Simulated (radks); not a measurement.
# F⁺ in 1s1.5 2s2 2p4 3s0.5: an all-electron calculation

Aim: the levels, the sizes of the orbitals and the parts of the energy of the fluorine ion F+.

The numbers are computed with radks (a radial shooting solver on a logarithmic mesh, Libxc functionals) version 1 (Dirac Kohn-Sham, PBE, spin-unpolarised, spherical densities, finite nucleus; open shells fill j = l - 1/2 first), except any that are marked as measured or tabulated.

### Step 1. The atom as given

```
element            : fluorine (Z = 9)
charge             : +1
electrons          : 8
configuration      : 1s1.5 2s2 2p4 3s0.5
nuclear rms radius : 2.8976 fm
```

### Step 2. The run

Input:

```text
Z 9
configuration 1s1.5 2s2 2p4 3s0.5 3p0 4s0
relativity Dirac
functional pbe,pbe
spin unpolarised
j_filling energy
nucleus finite rms 2.8976 fm
c 137.035999084
```

Launch:

```bash
python run_ks.py task.json out
```

The same process makes all the runs of this session.

**Question.** What will this run give?

**Answer**, as computed:

| quantity | value |
| --- | --- |
| total energy | -86.20397 hartree |
| exchange-correlation share of it | 9.88 % |
| −T/E | 0.9994 |
| highest occupied level | 3s1/2, -8.528 eV |
| most extended occupied level | 3s1/2, <r> = 3.46 bohr |
| radius at density 0.001 e/bohr³ | 3.54 bohr |
| maxima of the radial density | 2 |

What this shows: The radial density shows 2 maxima for 3 occupied principal shells; where shells overlap, one shows as a shoulder or not at all. This is not the tabulated ground configuration, so its levels and sizes aren't those of the ground state, and no measured value stands beside it.
